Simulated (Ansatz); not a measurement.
Consider a convergence test of the plane-wave cutoff of MnV, space group Pm-3m (Ansatz's Python interface).

`mnv.cif`
```cif
data_MnV
_cell_length_a 2.900000
_cell_length_b 2.900000
_cell_length_c 2.900000
_cell_angle_alpha 90.00000
_cell_angle_beta 90.00000
_cell_angle_gamma 90.00000
_symmetry_space_group_name_H-M 'P 1'
_symmetry_Int_Tables_number 1
loop_
_symmetry_equiv_pos_as_xyz
'x, y, z'
loop_
_atom_site_label
_atom_site_type_symbol
_atom_site_fract_x
_atom_site_fract_y
_atom_site_fract_z
Mn1 Mn    0.000000    0.000000    0.000000
V2 V    0.500000    0.500000    0.500000
```

`mnv.py`:
```python
'''Cutoff test for MnV.'''

import csv
import warnings

import ansatz
from ase.io import read

warnings.simplefilter('ignore', ansatz.DeckWarning)

atoms = read('mnv.cif')
cell = ansatz.Crystal.from_ase(atoms).moments(Mn=4, V=1.5)

calc = (
    cell.calculation()
    .functional('PBEsol')
    .kpoints(9)
    .occupations(ansatz.OccupationsMethod.FERMI_DIRAC)
    .spin('collinear')
    .forces()
    .stress()
)

rows = []
for value in [250, 300, 350, 400, 450]:
    rep = calc.basis(value).run(threads=1).report
    rows.append((value, rep['free_energy_ev'] / len(rep['lattice']['sites']), rep['n_iterations'], sum(rep['stress_gpa'][i][i] for i in range(3)) / 3, max(abs(f) for row in rep['forces_ev_ang'] for f in row), rep['magnetization_mub'], rep['n_pw']))

with open('ecut.csv', 'w', newline='') as handle:
    writer = csv.writer(handle)
    writer.writerow(['cutoff (eV)', 'F/atom (eV)', 'iterations', 'P (GPa)', 'max component (eV/A)', 'moment (muB)', 'plane waves'])
    writer.writerows([round(v, 5) if isinstance(v, float) else v for v in row] for row in rows)

# the last row is the reference
for row in rows[:-1]:
    shift = 1000 * (row[1] - rows[-1][1])
    print(f'{row[0]}: {shift:+.2f} meV/atom' + ('  (within 2 meV)' if abs(shift) < 2 else ''))
```

How fast does the energy converge with the cutoff (threshold 2 meV an atom)?

From 400 eV on it stays within 2 meV an atom of the value at 450 eV; the first row (250 eV) is off by 1474.5 meV and the last but one by 0.90 meV. The energy falls steadily, as expected when plane waves are added. The pressure moves from -6.31 to -15.08 GPa (the program's stress holds a Pulay correction, so it settles early).

What the script printed:

```console
$ python mnv.py
RunWarning: the starting moments were not kept: the SCF closed with an absolute magnetisation of 9.8e-6 μB, where they sum to 5.5 μB in size (2 sites). That is at most 0.1 of that sum. Measured as [...]
250: +1474.51 meV/atom
300: +182.42 meV/atom
350: +16.27 meV/atom
400: +0.90 meV/atom  (within 2 meV)
```
(Warnings from the package without file and line, shortened, repeats left out.)

`ecut.csv`, as written:
```csv
cutoff (eV),F/atom (eV),iterations,P (GPa),max component (eV/A),moment (muB),plane waves
250,-3375.83577,15,-6.31153,0.0,0.0,203
300,-3377.12786,14,-14.34157,0.0,0.0,257
350,-3377.294,14,-15.06487,0.0,0.0,365
400,-3377.30937,14,-15.06397,0.0,0.0,461
450,-3377.31027,14,-15.0796,0.0,0.0,515
```

The SCF didn't keep the moments it started from (some shrank, vanished or turned); what is printed is the state reached. The mesh is modest for a metal, so energies can be off by several to tens of meV an atom and pressures by half a GPa or more; differences at equal mesh fare better. The overall sign of a collinear moment is arbitrary, and semilocal functionals can give small moments to compounds that are paramagnetic. Forces vanish by symmetry here and test nothing. Pressure is positive in compression. The structure is a deposited one; some such entries were measured under pressure or heat, so a shift against it needn't be the functional's error alone. Shifts are counted from the last row, which is itself no proven limit. The script silences the warnings on its input, which a real study should read. Hardware and time: 27 s on 1 thread of Intel(R) Xeon(R) Processor @ 2.30GHz, on a shared host, peak memory 0.59 GiB.
